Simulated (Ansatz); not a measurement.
## CH8GeOSi, SMILES O[SiH2][CH2][GeH3]: an atomisation energy

Run with the Python package of Ansatz (0.2.0).

`tae.py`
```python
'''Energy to split CH8GeOSi into its atoms.'''

from collections import Counter

import ansatz


def energy(molecule, charge=0, unpaired=0):
    calc = molecule.calculation().basis(gaussian='def2-TZVP').functional('b3lyp')
    if charge:
        calc = calc.charge(charge)
    if unpaired:
        calc = calc.spin('collinear', total=unpaired)
    report = calc.run().report
    if report['published_state_doubts']:
        print('  doubts:', report['published_state_doubts'])
    return report['free_energy_ev']


def main() -> None:
    molecule = (
        ansatz.Crystal.molecule()
        .atom('O', [-0.6495, 1.6482, -1.23])
        .atom('Si', [-0.5391, 1.2679, 0.4132])
        .atom('C', [0.6572, -0.1261, 0.5788])
        .atom('Ge', [0.1189, -1.6778, -0.3752])
        .atom('H', [0.2075, 1.9872, -1.5309])
        .atom('H', [-0.0577, 2.4521, 1.1713])
        .atom('H', [-1.814, 0.8497, 0.9461])
        .atom('H', [1.7089, 0.2013, 0.171])
        .atom('H', [0.8105, -0.3634, 1.7085])
        .atom('H', [-0.1085, -1.3366, -1.8499])
        .atom('H', [1.0514, -2.8469, -0.1911])
        .atom('H', [-1.3087, -2.1107, 0.2221])
    )

    # Hund ground states
    unpaired = {'O': 2, 'Si': 2, 'C': 2, 'Ge': 2, 'H': 1}
    counts = Counter(site.symbol for site in molecule.cartesian_sites)
    atom_energy = {s: energy(ansatz.Crystal.molecule().atom(s, (0, 0, 0)), 0, unpaired[s]) for s in counts}
    whole = energy(molecule, 0, 0)
    for s, e in atom_energy.items():
        print(f'{s:2s} x{counts[s]}  {e:14.5f} eV')
    print(f'CH8GeOSi: {whole:.5f} eV')
    split = sum(counts[s] * e for s, e in atom_energy.items()) - whole
    print(f'atomisation energy (no zero-point term): {split:.3f} eV, {split / sum(counts.values()):.3f} eV an atom')


if __name__ == '__main__':
    main()
```

`python tae.py` gives:
```text
O  x1     -2043.47374 eV
Si x1     -7874.75881 eV
C  x1     -1030.20887 eV
Ge x1    -56517.10064 eV
H  x8       -13.66431 eV
CH8GeOSi: -67614.88886 eV
atomisation energy (no zero-point term): 40.032 eV, 3.336 eV an atom
```

40.032 eV from the electronic energies, without the zero-point term.

Notes:
- These settings explore the input space; basis and method may be short of convergence.
- The geometry is a force-field or estimated start, not a minimum of this method, and the basis set is short of its limit. All parts are taken at fixed geometry, without zero-point energy.
- b3lyp holds the VWN-RPA fit, as in Gaussian; the form of ORCA and Turbomole is b3lyp5.
- It ran for 10 s on 1 thread of Arm Neoverse V1 (shared host), peak memory 0.48 GiB.
